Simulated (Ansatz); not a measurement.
# SnH2 (SMILES [H][Sn][H]): levels of theory compared

We compute a comparison of 6 runs (UHF/STO-3G, B3LYP/STO-3G, BHLYP/STO-3G, wB97X/STO-3G, CCSD/STO-3G, CCSD(T)/STO-3G) of SnH2. 

The results are computed with Ansatz 0.2.0.

32 further runs of the same task are left out: 2 that didn't finish, 30 set aside as unsound or not needed.

## Step 1: Starting point

SnH2: 3 atoms, total charge 0, spin state singlet. As SMILES, `[H][Sn][H]`. The H2–Sn1 distance was set to 3.600 Å, away from the relaxed value. At this shape a bond of the SMILES string is far longer than usual.

Bond lengths: Sn1–H3 1.800 Å.

## Step 2: A single-point energy at UHF/STO-3G (run 1)

Input file input.yaml:

```yaml
crystal:
  periodic: [false, false, false]
  atoms:
    - symbol: Sn
      position_ang: [-1.226136, 0.000050, -2.182925]
    - symbol: H
      position_ang: [1.236480, -0.017770, 0.442810]
    - symbol: H
      position_ang: [-2.472936, 0.035540, -0.885595]
basis:
  gaussian: {orbitals: STO-3G}
magnetization: {spin_polarized: true}
hamiltonian: {xc: hf}
accuracy: high
```

Launch:

```bash
$ ansatz run input.yaml --threads 1 --pin off --max-ram 2610MiB --events-out events.jsonl --progress --plain --runs-dir runs
```

Standard output:

```text
Warning: RAYON_NUM_THREADS=1 ignored (pool sized by the plan → 1); use --threads N
Functional definition: HF
  name "HF"
  exchange = exact_x
  correlation = 0
490 factors; integrals over basis functions are off by at most 5.0e-9 eV
mean field evaluation 1: about -162287.8614 eV, gradient 6.3e0 eV
mean field evaluation 2: about -162287.8716 eV, gradient 6.3e0 eV
mean field evaluation 4: about -162288.0845 eV, gradient 4.9e0 eV
mean field evaluation 8: about -162288.2787 eV, gradient 4.4e0 eV
mean field evaluation 16: about -162295.4999 eV, gradient 5.4e-2 eV
mean field evaluation 32: about -162295.4974 eV, gradient 3.2e-5 eV
mean field evaluation 64: about -162295.4959 eV, gradient 2.8e-2 eV
mean field evaluation 96: about -162295.4714 eV, gradient 6.9e-3 eV
mean field evaluation 128: about -162295.4326 eV, gradient 1.7e0 eV
mean field evaluation 160: about -162291.4044 eV, gradient 3.7e-1 eV
mean field -162295.49736972 eV, -5964.2495204981 hartree, gradient 7.8e-9 eV, S^2 0.993470; 5 other end points of the search recorded, 0 dependent functions left out
reference -162295.49736972 eV, -5964.2495204981 hartree; 26, 26 occupied and 3, 3 virtual orbitals, 490 factors
Total energy: -162295.49736972 eV, -5964.2495204981 hartree
```

It took 1.4 s on 1 thread of Arm Neoverse V1, shared host.

## Step 3: A single-point energy at B3LYP/STO-3G (run 2)

Input file run.yaml:

```yaml
crystal:
  periodic: [false, false, false]
  atoms:
    - {symbol: Sn, position_ang: [-1.226136, 0.000050, -2.182925]}
    - {symbol: H, position_ang: [1.236480, -0.017770, 0.442810]}
    - {symbol: H, position_ang: [-2.472936, 0.035540, -0.885595]}
basis:
  gaussian:
    orbitals: STO-3G
hamiltonian:
  xc: {name: B3LYP}
accuracy: high
```

Launch:

```bash
$ ansatz run run.yaml --threads 1 --pin off --max-ram 2610MiB --events-out events.jsonl --progress --plain --runs-dir runs
```

Standard output:

```text
Warning: RAYON_NUM_THREADS=1 ignored (pool sized by the plan → 1); use --threads N
Functional definition: B3LYP
  name "B3LYP"
  parameter a0 = 0.2
  parameter ax = 0.72
  parameter ac = 0.81
  exchange = (1 - a0 - ax)*slater_x + ax*b88_x + a0*exact_x
  correlation = (1 - ac)*vwn_rpa_c + ac*lyp_c
490 factors; integrals over basis functions are off by at most 5.0e-9 eV
mean field evaluation 1: about -162343.1453 eV, gradient 1.2e1 eV
mean field evaluation 2: about -162334.2611 eV, gradient 1.5e1 eV
mean field evaluation 4: about -162349.3392 eV, gradient 8.5e-1 eV
mean field evaluation 8: about -162349.3407 eV, gradient 8.5e-1 eV
mean field evaluation 16: about -162349.3284 eV, gradient 2.9e-8 eV
mean field -162349.32844682 eV, -5966.2277760934 hartree, gradient 2.9e-8 eV, S^2 0.000000; 1 other end points of the search recorded, 0 dependent functions left out
reference -162349.32847423 eV, -5966.2277771008 hartree; 26, 26 occupied and 3, 3 virtual orbitals, 490 factors
Total energy: -162349.32847423 eV, -5966.2277771008 hartree
```

Run time: 1.5 s. Hardware: 1 thread of Arm Neoverse V1, shared host; peak memory 0.093 GiB.

Runs 3 to 5 aren't shown in full; the table further down has their settings and results.

## Step 4: A single-point energy at CCSD(T)/STO-3G (run 6)

Input file input.yaml:

```yaml
crystal:
  periodic: [false, false, false]
  atoms:
    - {symbol: Sn, position_ang: [-1.226136, 0.000050, -2.182925]}
    - {symbol: H, position_ang: [1.236480, -0.017770, 0.442810]}
    - {symbol: H, position_ang: [-2.472936, 0.035540, -0.885595]}
basis:
  gaussian:
    orbitals: STO-3G
accuracy: high
scf:
  omitted_lower_state_checks: [cluster_reference, increment]
correlation:
  method: ccsd_t
  frozen_orbitals: {H: 0, Sn: 18}
```

Launch:

```bash
$ ansatz run input.yaml --threads 1 --pin off --max-ram 2610MiB --events-out events.jsonl --progress --plain --runs-dir runs
```

Standard output:

```text
Warning: RAYON_NUM_THREADS=1 ignored (pool sized by the plan → 1); use --threads N
[... 14 lines left out ...]
18 core orbitals not correlated: weight in the atoms' cores, before any rotation towards them, 1.000 or more for the frozen orbitals, at most 0.000 for the correlated occupied ones
[... 31 lines left out ...]
WARN: these amplitudes may be one of several solutions (largest doubles amplitude 0.86, level shift 9.87 eV)
Total energy: -162296.50303363 eV, -5964.2864779651 hartree
Checks for a lower state left out: cluster_reference, increment
```

Wall time 0.91 s (1 thread of Arm Neoverse V1, shared host).

## Step 5: Overview of the runs

```
run           level  frozen core orbitals   energy (Eh)  wall time
  1      UHF/STO-3G                     –  -5964.249520      1.4 s
  2    B3LYP/STO-3G                     –  -5966.227777      1.5 s
  3    BHLYP/STO-3G                     –  -5966.378968      1.5 s
  4    wB97X/STO-3G                     –  -5966.343268      5.4 s
  5     CCSD/STO-3G                    18  -5964.285956     0.91 s
  6  CCSD(T)/STO-3G                    18  -5964.286478     0.91 s
```

## Step 6: Summary of results

| quantity | value |
| --- | --- |
| run 6: total energy | -5964.28648 Eh |
| run 6: correlation energy (18 core orbitals frozen) | -188.4 mEh |
| run 6: (T) correction | -0.52 mEh |
| run 6: T1 diagnostic | 0.063 |

In words: Below the UHF energy at the same shape and in the same basis (STO-3G): CCSD -36.4 mEh; CCSD(T) -37.0 mEh. Some of these start from another determinant than that one, so these aren't their correlation energies. Totals of different functionals can't be ranked against each other. In runs 5, 6 the T1 diagnostic is large, so a single reference may not serve. In runs 5, 6 the log says that unrestricted orbitals would lower the reference, so the values rest on an unstable closed-shell determinant (other closed-shell runs at this shape may share the fault). In runs 1, 2, 3, 4, 5, 6 the basis is minimal, so the values are rough. In runs 2, 3, 4, 5, 6 a closed-shell determinant meets a far-stretched bond, which it describes badly. In runs 1, 2, 3, 4, 5, 6 relativity is left out where basis or elements ask for it. Spin contamination of the reference: run 1 ⟨S²⟩ = 0.99. Where it is this large, the reference is a mixture of spin states, and values that rest on it are in doubt. All runs together took 12 s, the longest 5.4 s.
